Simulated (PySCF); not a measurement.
**The bond of GaF, level by level**

What are the lowest state that PBE0 finds, the bond length, vibrational wavenumber and bond energy of GaF, and how much do these hang on the method?

The runs use PySCF 2.14.0; Ga pcseg-1, F pcseg-1, no relativity.

## Step 1: Set-up

The job is set up so:

- atoms: Ga, F
- charge: 0
- basis: Ga pcseg-1, F pcseg-1
- Hamiltonian: no relativity
- basis functions: 41
- electrons treated: 40
- masses in u: 68.9256, 18.9984
- levels: PBE0, PBE, r²SCAN, LDA, PW91, MN15, HF, MP2, SCS-MP2, CCSD, CCSD(T)
- grid: 80 radial by 434 angular points
- occupations: held fixed by the projection of orbital angular momentum
- dissociation limit: Ga + F, each in its ground configuration
- starting distance in angstrom: 1.820
- values of 2S to try: 0, 2

Command:

```console
OMP_NUM_THREADS=1 python dia.py task.json out
```

The runs that follow: PBE0 along the bond; Other states along the same grid; PBE (GGA); r²SCAN (meta-GGA); LDA (local density); PW91 (GGA); MN15 (hybrid meta-GGA); RHF (mean field); Correlated methods on the Hartree–Fock reference.

Before running it: what results should come out? Wanted: for each run, Re; ωe; De; μ.

As calculated:

Lowest PBE0 solution found, without spin–orbit coupling: ¹Σ⁺ (singlet), closed shell. State 2 has its PBE0 minimum 3.88 eV higher. The other levels ran on the lowest alone.

```csv
level,Re (Å),ωe (cm⁻¹),De (eV),μ (D)
RHF,1.796,641,4.14,-2.49
RHF-MP2,1.811,631,6.08,n/a
RHF-SCS-MP2,1.812,628,5.90,n/a
RHF-CCSD,1.810,629,5.63,n/a
RHF-CCSD(T),1.812,626,5.70,n/a
LDA,1.799,631,7.09,-2.15
PBE,1.831,598,6.25,-2.26
PW91,1.829,601,6.30,-2.28
r²SCAN,1.808,626,6.06,-2.23
PBE0,1.811,621,5.87,-2.38
MN15,1.799,638,6.06,-2.20
```

De is counted to Ga + F in their ground configurations. A positive dipole means Ga(−)F(+).

Differences from CCSD(T) in the same basis:

```csv
level,Re (mÅ),ωe (%)
RHF,-16,+2.4
RHF-MP2,-2,+0.8
RHF-SCS-MP2,0,+0.3
RHF-CCSD,-2,+0.4
LDA,-13,+0.7
PBE,+19,-4.6
PW91,+17,-4.1
r²SCAN,-5,0.0
PBE0,-1,-0.8
MN15,-13,+1.9
```

**Reading.** Against CCSD(T) in the same basis, the bond length is nearest at RHF-SCS-MP2 (0 mÅ) and farthest at PBE (+19 mÅ); the wavenumber is nearest at r²SCAN (0.0 %) and farthest at PBE (-4.6 %). Hartree–Fock makes the bond too short and too stiff against this reference, as it mostly does. PBE gives a bond that is too long and too soft, as GGAs tend to. CCSD(T) in a basis this small is itself some way from its limit, more so than the functionals. Of the levels with a De here, RHF gives the least (4.14 eV) and LDA the most (7.09 eV).

Correlated steps freeze 10 core orbitals.
